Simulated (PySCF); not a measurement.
# F: interval between two levels with spin-orbit coupling

Each state of fluorine is computed at each level; their differences give the interval between two levels. How far do the methods differ?

Program: PySCF 2.14.0. Level of theory: two-component X2C-1e, generalised determinants. These are calculated values, not measurements, unless marked.

### Step 1. The atom as given

* Element: fluorine (Z = 9)
* Basis: x2c-TZVPall-2c (5s3p2d1f, 31 functions)
* Hamiltonian: two-component X2C-1e, Gaussian nucleus, no Breit or QED terms; spin-orbit coupling, run by run: off; screened by Boettger's factors
* Core shells frozen in the correlated runs: 1s2 (for F)
* State 1: F 2s2 2p5 2P3/2: [He] 2s2 2p5; 2p1/2 filled at m_j = -1/2, +1/2; 2p3/2 filled at m_j = -1/2, +1/2, +3/2
* State 2: F 2s1 2p6 2S1/2: [He] 2s1 2p6; 2s1/2 filled at m_j = +1/2
* Methods: GHF, GMP2

Outer shells as boxes (Hund's rule):

F [He] 2s2 2p5
```
[He] core
2s [↑↓]
2p [↑↓][↑↓][↑ ]
```

F [He] 2s1 2p6
```
[He] core
2s [↑ ]
2p [↑↓][↑↓][↑↓]
```

A driver program built on PySCF's X2C-1e integrals ran all steps in one process from the settings above; there is no separate input file.

It was started by

```console
OMP_NUM_THREADS=1 python sorun2.py TASK.json OUT
```

The integrals over 31 functions and the set-up took 0.09 s of CPU time.

### Step 2. F 2s2 2p5 2P3/2, method by method

GHF (spin-free):

The program printed:

```text
cycle= 1 E= -99.4868576509  delta_E= -99.5  |FDS-SDF|= 0.0361
cycle= 2 E= -99.4937111318  delta_E= -0.00685  |FDS-SDF|= 0.0128
cycle= 3 E= -99.4948518005  delta_E= -0.00114  |FDS-SDF|= 0.00414
cycle= 4 E= -99.4950680193  delta_E= -0.000216  |FDS-SDF|= 0.00124
cycle= 5 E= -99.4951014717  delta_E= -3.35e-05  |FDS-SDF|= 0.000216
cycle= 6 E= -99.4951023413  delta_E= -8.7e-07  |FDS-SDF|= 3.8e-05
cycle= 7 E= -99.4951023690  delta_E= -2.77e-08  |FDS-SDF|= 5.28e-06
cycle= 8 E= -99.4951023694  delta_E= -4.41e-10  |FDS-SDF|= 9.66e-07
```

It took 0.12 s on 1 thread of Neoverse-V1, shared host, the integrals not counted.

Occupied spinors (without spin-orbit coupling the j labels only name the start):

```csv
spinor shell,electrons,mean energy (eV),weight of the nominal j,rms radius (bohr)
1s1/2,2,-718.56,1.000,0.204
2s1/2,2,-42.866,1.000,1.10
2p1/2,2,-19.816,0.667,1.24
2p3/2,3,-19.911,0.778,1.24
```

M_J = 3/2, ⟨J²⟩ = 3.756, ⟨L²⟩ = 2.003, ⟨S²⟩ = 0.753.

GMP2 (spin-free):

This step left no log, only its results.

Time after the integrals: 0.03 s (1 thread of Neoverse-V1, shared host).

With 7 electrons correlated, the MP2 correlation energy is -0.20151 hartree. Largest pairs: 2p1/2-2p3/2 -0.0624, 2p3/2-2s1/2 -0.0429, 2p3/2-2p3/2 -0.0413, 2p1/2-2s1/2 -0.0255, 2p1/2-2p1/2 -0.0194.

GHF (screened spin-orbit):

The program printed:

```text
cycle= 1 E= -99.4875573626  delta_E= -99.5  |FDS-SDF|= 0.036
cycle= 2 E= -99.4943958391  delta_E= -0.00684  |FDS-SDF|= 0.0127
cycle= 3 E= -99.4955323131  delta_E= -0.00114  |FDS-SDF|= 0.00413
cycle= 4 E= -99.4957471876  delta_E= -0.000215  |FDS-SDF|= 0.00124
cycle= 5 E= -99.4957803953  delta_E= -3.32e-05  |FDS-SDF|= 0.000216
cycle= 6 E= -99.4957812674  delta_E= -8.72e-07  |FDS-SDF|= 3.81e-05
cycle= 7 E= -99.4957812951  delta_E= -2.78e-08  |FDS-SDF|= 5.26e-06
cycle= 8 E= -99.4957812956  delta_E= -4.38e-10  |FDS-SDF|= 9.64e-07
```

It took 0.12 s on 1 thread of Neoverse-V1, shared host, the integrals not counted.

Occupied spinors:

```csv
spinor shell,electrons,mean energy (eV),weight of the nominal j,rms radius (bohr)
1s1/2,2,-718.55,1.000,0.204
2s1/2,2,-42.863,1.000,1.10
2p1/2,2,-19.837,0.662,1.24
2p3/2,3,-19.898,0.774,1.24
```

M_J = 3/2, ⟨J²⟩ = 3.756, ⟨L²⟩ = 2.003, ⟨S²⟩ = 0.753. Rows whose weight is well below 1 mix j = l ± 1/2: exchange competes with spin-orbit coupling there.

GMP2 (screened spin-orbit):

No log was kept for this step.

It took 0.02 s on 1 thread of Neoverse-V1, shared host, the integrals not counted.

With 7 electrons correlated, the MP2 correlation energy is -0.20152 hartree. Largest pairs: 2p1/2-2p3/2 -0.0624, 2p3/2-2s1/2 -0.0429, 2p3/2-2p3/2 -0.0413, 2p1/2-2s1/2 -0.0255, 2p1/2-2p1/2 -0.0194.

### Step 3. F 2s1 2p6 2S1/2

GHF (spin-free):

The program printed:

```text
cycle= 1 E= -98.6075522069  delta_E= -98.6  |FDS-SDF|= 0.0228
cycle= 2 E= -98.6156091880  delta_E= -0.00806  |FDS-SDF|= 0.0106
cycle= 3 E= -98.6177632011  delta_E= -0.00215  |FDS-SDF|= 0.00596
cycle= 4 E= -98.6182814222  delta_E= -0.000518  |FDS-SDF|= 0.00214
cycle= 5 E= -98.6183766365  delta_E= -9.52e-05  |FDS-SDF|= 8.47e-05
cycle= 6 E= -98.6183767273  delta_E= -9.08e-08  |FDS-SDF|= 2.58e-06
cycle= 7 E= -98.6183767274  delta_E= -9.09e-11  |FDS-SDF|= 1.71e-07
```

It took 0.1 s on 1 thread of Neoverse-V1, shared host, the integrals not counted.

Occupied spinors (without spin-orbit coupling the j labels only name the start):

```csv
spinor shell,electrons,mean energy (eV),weight of the nominal j,rms radius (bohr)
1s1/2,2,-719.83,1.000,0.204
2s1/2,1,-47.073,1.000,1.08
2p3/2,4,-19.228,0.833,1.26
2p1/2,2,-19.228,0.667,1.26
```

M_J = 1/2, ⟨J²⟩ = 0.772, ⟨L²⟩ = 0.000, ⟨S²⟩ = 0.772.

GMP2 (spin-free):

No log was kept for this step.

It took 0.02 s on 1 thread of Neoverse-V1, shared host, the integrals not counted.

With 7 electrons correlated, the MP2 correlation energy is -0.26871 hartree. Largest pairs: 2p1/2-2p3/2 -0.1141, 2p3/2-2p3/2 -0.0998, 2p3/2-2s1/2 -0.0223, 2p1/2-2p1/2 -0.0214, 2p1/2-2s1/2 -0.0111.

GHF (screened spin-orbit):

The program printed:

```text
cycle= 1 E= -98.6075578856  delta_E= -98.6  |FDS-SDF|= 0.0228
cycle= 2 E= -98.6156155919  delta_E= -0.00806  |FDS-SDF|= 0.0106
cycle= 3 E= -98.6177697673  delta_E= -0.00215  |FDS-SDF|= 0.00596
cycle= 4 E= -98.6182879660  delta_E= -0.000518  |FDS-SDF|= 0.00214
cycle= 5 E= -98.6183831788  delta_E= -9.52e-05  |FDS-SDF|= 8.48e-05
cycle= 6 E= -98.6183832700  delta_E= -9.13e-08  |FDS-SDF|= 3.09e-06
cycle= 7 E= -98.6183832702  delta_E= -1.4e-10  |FDS-SDF|= 6.24e-07
```

It took 0.1 s on 1 thread of Neoverse-V1, shared host, the integrals not counted.

Occupied spinors:

```csv
spinor shell,electrons,mean energy (eV),weight of the nominal j,rms radius (bohr)
1s1/2,2,-719.83,1.000,0.204
2s1/2,1,-47.073,1.000,1.08
2p1/2,2,-19.254,0.667,1.26
2p3/2,4,-19.215,0.833,1.26
```

M_J = 1/2, ⟨J²⟩ = 0.772, ⟨L²⟩ = 0.000, ⟨S²⟩ = 0.772. Rows whose weight is well below 1 mix j = l ± 1/2: exchange competes with spin-orbit coupling there.

GMP2 (screened spin-orbit):

The driver printed no log here.

Time after the integrals: 0.02 s (1 thread of Neoverse-V1, shared host).

With 7 electrons correlated, the MP2 correlation energy is -0.26870 hartree. Largest pairs: 2p1/2-2p3/2 -0.1141, 2p3/2-2p3/2 -0.0998, 2p3/2-2s1/2 -0.0223, 2p1/2-2p1/2 -0.0214, 2p1/2-2s1/2 -0.0112.

### Step 4. The energy differences

Interval between two levels: F [He] 2s2 2p5 [2p1/2^2 2p3/2^3, M_J = 3/2] → F [He] 2s1 2p6 [2s1/2^1, M_J = 1/2].

```csv
method,value (eV),"CPU time, both states (s)"
GHF (spin-free),23.857,0.22
GMP2 (spin-free),22.029,0.27
GHF (screened spin-orbit),23.875,0.22
GMP2 (screened spin-orbit),22.047,0.26
```

Times are CPU seconds on a shared host without the integrals; correlated rows include their Hartree-Fock run.

### Step 5. Outcome

| quantity | value |
| --- | --- |
| interval between two levels, F → 2s1 2p6 2S1/2 | GHF (spin-free) 23.857, GMP2 (screened spin-orbit) 22.047 eV |

What this shows: The methods span 1.847 eV, from GMP2 (spin-free) (22.029) to GHF (screened spin-orbit) (23.875). No reference value is at hand in this session. Spin-orbit coupling moves the difference by +0.019 eV at GMP2. The basis is finite, and no extrapolation was made.
